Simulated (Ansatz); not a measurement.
# HfF radical: the potential curve near its minimum, part 3 of 3

The task, for HfF radical: the potential curve near its minimum. Spin multiplicity 2.

Ansatz 0.2.0, Gaussian bases. Earlier steps stand in the parts before.

### 29 Bond length 2.0238 Å, r2SCAN-D4/def2-QZVPP

input.yaml reads:

```yaml
crystal:
  periodic: [false, false, false]
  atoms:
    - { symbol: F, position_ang: [0.0, 0.0, 0.0] }
    - { symbol: Hf, position_ang: [0.0, 0.0, 2.0238] }
magnetization:
  spin_polarized: true
  initial_magnetization: 1
basis:
  gaussian: { orbitals: def2-QZVPP.json }
hamiltonian:
  xc: r2scan
  dispersion: d4
```

Started as:

```
$ ansatz run input.yaml --threads 2 --pin off --max-ram 5120MiB --backend cpu --events-out ev --progress --plain --runs-dir out
```

The program printed, shortened:

```text
Warning: RAYON_NUM_THREADS=2 ignored (pool sized by the plan → 2); use --threads N
[...]
Functional definition: r2SCAN
[...]
592 factors; their error is unknown
[...]
mean field -4023.15299993 eV, -147.8481457563 hartree, gradient 9.8e-6 eV, S^2 1.026568; 22 other end points of the search recorded, 0 dependent functions left out
reference -4023.15302460 eV, -147.8481466631 hartree; 11, 10 occupied and 127, 128 virtual orbitals, 592 factors
Total energy: -4023.15779247 eV, -147.8483218788 hartree
```

Run time: 46 s. Hardware: 2 threads of Intel Xeon Platinum 8488C (Sapphire Rapids), shared host; peak memory 0.35 GiB.

### 30 Bond length 2.1166 Å, r2SCAN-D4/def2-QZVPP

Changes to input.yaml since step 29:

```diff
@@ -4,3 +4,3 @@
     - { symbol: F, position_ang: [0.0, 0.0, 0.0] }
-    - { symbol: Hf, position_ang: [0.0, 0.0, 2.0238] }
+    - { symbol: Hf, position_ang: [0.0, 0.0, 2.1166] }
 magnetization:
```

Started as:

```
$ ansatz run input.yaml --threads 2 --pin off --max-ram 5120MiB --backend cpu --events-out ev --progress --plain --runs-dir out
```

The program printed, shortened:

```text
Warning: RAYON_NUM_THREADS=2 ignored (pool sized by the plan → 2); use --threads N
[...]
[... 1 set-up line as earlier in the session ...]
[...]
592 factors; their error is unknown
[...]
mean field -4022.83682670 eV, -147.8365266044 hartree, gradient 9.4e-6 eV, S^2 1.128845; 25 other end points of the search recorded, 0 dependent functions left out
reference -4022.83685007 eV, -147.8365274633 hartree; 11, 10 occupied and 127, 128 virtual orbitals, 592 factors
Total energy: -4022.84159409 eV, -147.8367018027 hartree
```

Run time: 54 s. Hardware: 2 threads of Intel Xeon Platinum 8488C (Sapphire Rapids), shared host; peak memory 0.36 GiB.

### 31 Bond length 1.6339 Å, B3LYP-D4/def2-QZVPP

input.yaml reads:

```yaml
crystal:
  periodic: [false, false, false]
  atoms:
    - { symbol: F, position_ang: [0.0, 0.0, 0.0] }
    - { symbol: Hf, position_ang: [0.0, 0.0, 1.6339] }
magnetization:
  spin_polarized: true
  initial_magnetization: 1
basis:
  gaussian: { orbitals: def2-QZVPP.json }
hamiltonian:
  xc: { name: B3LYP }
  dispersion: d4
```

Started as:

```
$ ansatz run input.yaml --threads 2 --pin off --max-ram 5120MiB --backend cpu --events-out ev --progress --plain --runs-dir out
```

The program printed, shortened:

```text
Warning: RAYON_NUM_THREADS=2 ignored (pool sized by the plan → 2); use --threads N
[...]
Functional definition: B3LYP
[...]
638 factors; their error is unknown
[...]
mean field -4023.56058955 eV, -147.8631243988 hartree, gradient 2.8e-5 eV, S^2 0.759285; 3 other end points of the search recorded, 0 dependent functions left out
reference -4023.56077100 eV, -147.8631310670 hartree; 11, 10 occupied and 127, 128 virtual orbitals, 638 factors
Total energy: -4023.60571773 eV, -147.8647828288 hartree
```

Run time: 2.9 s. Hardware: 2 threads of Intel Xeon Platinum 8488C (Sapphire Rapids), shared host; peak memory 0.24 GiB.

### 32 Bond length 1.7082 Å, B3LYP-D4/def2-QZVPP

Changes to input.yaml since step 31:

```diff
@@ -4,3 +4,3 @@
     - { symbol: F, position_ang: [0.0, 0.0, 0.0] }
-    - { symbol: Hf, position_ang: [0.0, 0.0, 1.6339] }
+    - { symbol: Hf, position_ang: [0.0, 0.0, 1.7082] }
 magnetization:
```

Started as:

```
$ ansatz run input.yaml --threads 2 --pin off --max-ram 5120MiB --backend cpu --events-out ev --progress --plain --runs-dir out
```

The program printed, shortened:

```text
Warning: RAYON_NUM_THREADS=2 ignored (pool sized by the plan → 2); use --threads N
[...]
[... 1 set-up line as earlier in the session ...]
[...]
638 factors; their error is unknown
[...]
mean field -4024.25901980 eV, -147.8887912368 hartree, gradient 2.2e-5 eV, S^2 0.761506; 2 other end points of the search recorded, 0 dependent functions left out
reference -4024.25920397 eV, -147.8887980052 hartree; 11, 10 occupied and 127, 128 virtual orbitals, 638 factors
Total energy: -4024.30382199 eV, -147.8904376870 hartree
```

Wall time 2.7 s (2 threads of Intel Xeon Platinum 8488C (Sapphire Rapids), shared host); peak memory 0.24 GiB.

### 33 Bond length 1.7732 Å, B3LYP-D4/def2-QZVPP

Changes to input.yaml since step 32:

```diff
@@ -4,3 +4,3 @@
     - { symbol: F, position_ang: [0.0, 0.0, 0.0] }
-    - { symbol: Hf, position_ang: [0.0, 0.0, 1.7082] }
+    - { symbol: Hf, position_ang: [0.0, 0.0, 1.7732] }
 magnetization:
```

Started as:

```
$ ansatz run input.yaml --threads 2 --pin off --max-ram 5120MiB --backend cpu --events-out ev --progress --plain --runs-dir out
```

The program printed, shortened:

```text
Warning: RAYON_NUM_THREADS=2 ignored (pool sized by the plan → 2); use --threads N
[...]
[... 1 set-up line as earlier in the session ...]
[...]
638 factors; their error is unknown
[...]
mean field -4024.58793280 eV, -147.9008785669 hartree, gradient 2.9e-5 eV, S^2 0.763890; 4 other end points of the search recorded, 0 dependent functions left out
reference -4024.58811896 eV, -147.9008854081 hartree; 11, 10 occupied and 127, 128 virtual orbitals, 638 factors
Total energy: -4024.63246776 eV, -147.9025151963 hartree
```

Wall time 2.9 s (2 threads of Intel Xeon Platinum 8488C (Sapphire Rapids), shared host); peak memory 0.24 GiB.

### 34 Bond length 1.8196 Å, B3LYP-D4/def2-QZVPP

Changes to input.yaml since step 33:

```diff
@@ -4,3 +4,3 @@
     - { symbol: F, position_ang: [0.0, 0.0, 0.0] }
-    - { symbol: Hf, position_ang: [0.0, 0.0, 1.7732] }
+    - { symbol: Hf, position_ang: [0.0, 0.0, 1.8196] }
 magnetization:
```

Started as:

```
$ ansatz run input.yaml --threads 2 --pin off --max-ram 5120MiB --backend cpu --events-out ev --progress --plain --runs-dir out
```

The program printed, shortened:

```text
Warning: RAYON_NUM_THREADS=2 ignored (pool sized by the plan → 2); use --threads N
[...]
[... 1 set-up line as earlier in the session ...]
[...]
638 factors; their error is unknown
[...]
mean field -4024.70294942 eV, -147.9051053494 hartree, gradient 8.0e-6 eV, S^2 0.765887; 4 other end points of the search recorded, 0 dependent functions left out
reference -4024.70313676 eV, -147.9051122343 hartree; 11, 10 occupied and 127, 128 virtual orbitals, 638 factors
Total energy: -4024.74730229 eV, -147.9067352876 hartree
```

Wall time 3.1 s (2 threads of Intel Xeon Platinum 8488C (Sapphire Rapids), shared host); peak memory 0.24 GiB.

### 35 Bond length 1.8567 Å, B3LYP-D4/def2-QZVPP

Changes to input.yaml since step 34:

```diff
@@ -4,3 +4,3 @@
     - { symbol: F, position_ang: [0.0, 0.0, 0.0] }
-    - { symbol: Hf, position_ang: [0.0, 0.0, 1.8196] }
+    - { symbol: Hf, position_ang: [0.0, 0.0, 1.8567] }
 magnetization:
```

Started as:

```
$ ansatz run input.yaml --threads 2 --pin off --max-ram 5120MiB --backend cpu --events-out ev --progress --plain --runs-dir out
```

The program printed, shortened:

```text
Warning: RAYON_NUM_THREADS=2 ignored (pool sized by the plan → 2); use --threads N
[...]
[... 1 set-up line as earlier in the session ...]
[...]
638 factors; their error is unknown
[...]
mean field -4024.73871201 eV, -147.9064196006 hartree, gradient 1.7e-5 eV, S^2 0.767685; 3 other end points of the search recorded, 0 dependent functions left out
reference -4024.73890018 eV, -147.9064265156 hartree; 11, 10 occupied and 127, 128 virtual orbitals, 638 factors
Total energy: -4024.78292390 eV, -147.9080443573 hartree
```

Run time: 2.7 s. Hardware: 2 threads of Intel Xeon Platinum 8488C (Sapphire Rapids), shared host; peak memory 0.24 GiB.

### 36 Bond length 1.9031 Å, B3LYP-D4/def2-QZVPP

Changes to input.yaml since step 35:

```diff
@@ -4,3 +4,3 @@
     - { symbol: F, position_ang: [0.0, 0.0, 0.0] }
-    - { symbol: Hf, position_ang: [0.0, 0.0, 1.8567] }
+    - { symbol: Hf, position_ang: [0.0, 0.0, 1.9031] }
 magnetization:
```

Started as:

```
$ ansatz run input.yaml --threads 2 --pin off --max-ram 5120MiB --backend cpu --events-out ev --progress --plain --runs-dir out
```

The program printed, shortened:

```text
Warning: RAYON_NUM_THREADS=2 ignored (pool sized by the plan → 2); use --threads N
[...]
[... 1 set-up line as earlier in the session ...]
[...]
638 factors; their error is unknown
[...]
mean field -4024.72698817 eV, -147.9059887573 hartree, gradient 2.4e-5 eV, S^2 0.770213; 3 other end points of the search recorded, 0 dependent functions left out
reference -4024.72717716 eV, -147.9059957025 hartree; 11, 10 occupied and 127, 128 virtual orbitals, 638 factors
Total energy: -4024.77102892 eV, -147.9076072249 hartree
```

Run time: 2.9 s. Hardware: 2 threads of Intel Xeon Platinum 8488C (Sapphire Rapids), shared host; peak memory 0.24 GiB.

### 37 Bond length 1.9588 Å, B3LYP-D4/def2-QZVPP

Changes to input.yaml since step 36:

```diff
@@ -4,3 +4,3 @@
     - { symbol: F, position_ang: [0.0, 0.0, 0.0] }
-    - { symbol: Hf, position_ang: [0.0, 0.0, 1.9031] }
+    - { symbol: Hf, position_ang: [0.0, 0.0, 1.9588] }
 magnetization:
```

Started as:

```
$ ansatz run input.yaml --threads 2 --pin off --max-ram 5120MiB --backend cpu --events-out ev --progress --plain --runs-dir out
```

The program printed, shortened:

```text
Warning: RAYON_NUM_THREADS=2 ignored (pool sized by the plan → 2); use --threads N
[...]
[... 1 set-up line as earlier in the session ...]
[...]
638 factors; their error is unknown
[...]
mean field -4024.64785901 eV, -147.9030808143 hartree, gradient 6.0e-6 eV, S^2 0.773708; 2 other end points of the search recorded, 0 dependent functions left out
reference -4024.64804858 eV, -147.9030877810 hartree; 11, 10 occupied and 127, 128 virtual orbitals, 638 factors
Total energy: -4024.69170147 eV, -147.9046919949 hartree
```

Wall time 3.3 s (2 threads of Intel Xeon Platinum 8488C (Sapphire Rapids), shared host); peak memory 0.24 GiB.

### 38 Bond length 2.0238 Å, B3LYP-D4/def2-QZVPP

Changes to input.yaml since step 37:

```diff
@@ -4,3 +4,3 @@
     - { symbol: F, position_ang: [0.0, 0.0, 0.0] }
-    - { symbol: Hf, position_ang: [0.0, 0.0, 1.9588] }
+    - { symbol: Hf, position_ang: [0.0, 0.0, 2.0238] }
 magnetization:
```

Started as:

```
$ ansatz run input.yaml --threads 2 --pin off --max-ram 5120MiB --backend cpu --events-out ev --progress --plain --runs-dir out
```

The program printed, shortened:

```text
Warning: RAYON_NUM_THREADS=2 ignored (pool sized by the plan → 2); use --threads N
[...]
[... 1 set-up line as earlier in the session ...]
[...]
638 factors; their error is unknown
[...]
mean field -4024.48940894 eV, -147.8972578817 hartree, gradient 3.9e-6 eV, S^2 0.778507; 2 other end points of the search recorded, 0 dependent functions left out
reference -4024.48959864 eV, -147.8972648531 hartree; 11, 10 occupied and 127, 128 virtual orbitals, 638 factors
Total energy: -4024.53303018 eV, -147.8988609327 hartree
```

It took 3.4 s on 2 threads of Intel Xeon Platinum 8488C (Sapphire Rapids), shared host; peak memory 0.25 GiB.

### 39 Bond length 2.1166 Å, B3LYP-D4/def2-QZVPP

Changes to input.yaml since step 38:

```diff
@@ -4,3 +4,3 @@
     - { symbol: F, position_ang: [0.0, 0.0, 0.0] }
-    - { symbol: Hf, position_ang: [0.0, 0.0, 2.0238] }
+    - { symbol: Hf, position_ang: [0.0, 0.0, 2.1166] }
 magnetization:
```

Started as:

```
$ ansatz run input.yaml --threads 2 --pin off --max-ram 5120MiB --backend cpu --events-out ev --progress --plain --runs-dir out
```

The program printed, shortened:

```text
Warning: RAYON_NUM_THREADS=2 ignored (pool sized by the plan → 2); use --threads N
[...]
[... 1 set-up line as earlier in the session ...]
[...]
638 factors; their error is unknown
[...]
mean field -4024.18214183 eV, -147.8859660238 hartree, gradient 6.4e-6 eV, S^2 0.786921; 2 other end points of the search recorded, 0 dependent functions left out
reference -4024.18233142 eV, -147.8859729910 hartree; 11, 10 occupied and 127, 128 virtual orbitals, 638 factors
Total energy: -4024.22547095 eV, -147.8875583396 hartree
```

Wall time 4.7 s (2 threads of Intel Xeon Platinum 8488C (Sapphire Rapids), shared host); peak memory 0.32 GiB.

### 40 Geometries side by side

```csv
level,F1–Hf2 (Å),rotational constants (MHz),dipole (D),CPU time
PBE0-D4/def2-TZVPP,1.8567,8531,1.66,15 s
```

Constants are for the commonest isotopes at the equilibrium geometry; times are CPU times of the relaxations.

### 41 All points

Energy above each level's lowest point, in eV:

```csv
bond length (Å),PBE0-D4/def2-QZVPP,PBE-D4/def2-QZVPP,r2SCAN-D4/def2-QZVPP,B3LYP-D4/def2-QZVPP
1.6339,1.0757,1.1168,1.1168,1.1772
1.7082,0.4165,0.4448,0.4411,0.4791
1.7732,0.1176,0.1339,0.1302,0.1505
1.8196,0.0217,0.0291,0.0270,0.0356
1.8567,0.0000,0.0000,0.0000,0.0000
1.9031,0.0278,0.0184,0.0219,0.0119
1.9588,0.1242,0.1032,0.1122,0.0912
2.0238,0.3003,0.2656,0.2823,0.2499
2.1166,0.6285,0.5743,0.5985,0.5575
```

From a polynomial through each level's points:

```csv
level,re (Å),ωe (cm⁻¹),CPU time of the points
PBE0-D4/def2-QZVPP,1.8573,674,76 s
PBE-D4/def2-QZVPP,1.8645,660,2.6 min
r2SCAN-D4/def2-QZVPP,1.8620,669,10 min
B3LYP-D4/def2-QZVPP,1.8699,661,53 s
```

### 42 What came out

What follows sums up all 3 parts.

```
                    quantity     value
F1–Hf2 at PBE0-D4/def2-TZVPP   1.857 Å
     re, B3LYP-D4/def2-QZVPP  1.8699 Å
     ωe, B3LYP-D4/def2-QZVPP  661 cm⁻¹
```

In words: The geometry at PBE0-D4/def2-TZVPP gives a rotational constant B of 0.28456 cm⁻¹ for the commonest isotopes; measured is 0.28364 cm⁻¹ (10 K; “REMPI Spectroscopy of HfF”, 2012, arxiv:1206.4808), a miss of +0.3 %. Measured dipole moment of FHf: 1.66 D (Liu, Meijer, Perez-Rios, Phys. Chem. Chem. Phys. 22 (2020) 24191). This calculation gives 1.66 D (0.0 %). That is PBE0-D4/def2-TZVPP. The minimum moves by 0.013 Å and the harmonic frequency by 14 cm⁻¹ across the levels. A measured frequency of FHf is 668.641 cm⁻¹ (“Near-infrared LIF spectroscopy of HfF”, 2012, arxiv:1201.6647); the calculated 661 cm⁻¹ misses it by -1.2 %. That is the harmonic value at B3LYP-D4/def2-QZVPP, for average atomic masses. The misses by level: PBE0-D4/def2-QZVPP +0.8 %; PBE-D4/def2-QZVPP -1.3 %; r2SCAN-D4/def2-QZVPP +0.1 %; B3LYP-D4/def2-QZVPP -1.2 %. <S²> exceeds the pure value by up to 0.38: some mean fields break spin symmetry, which blurs their results. Heavy atoms carry effective core potentials in def2 sets, and spin-orbit coupling is left out.
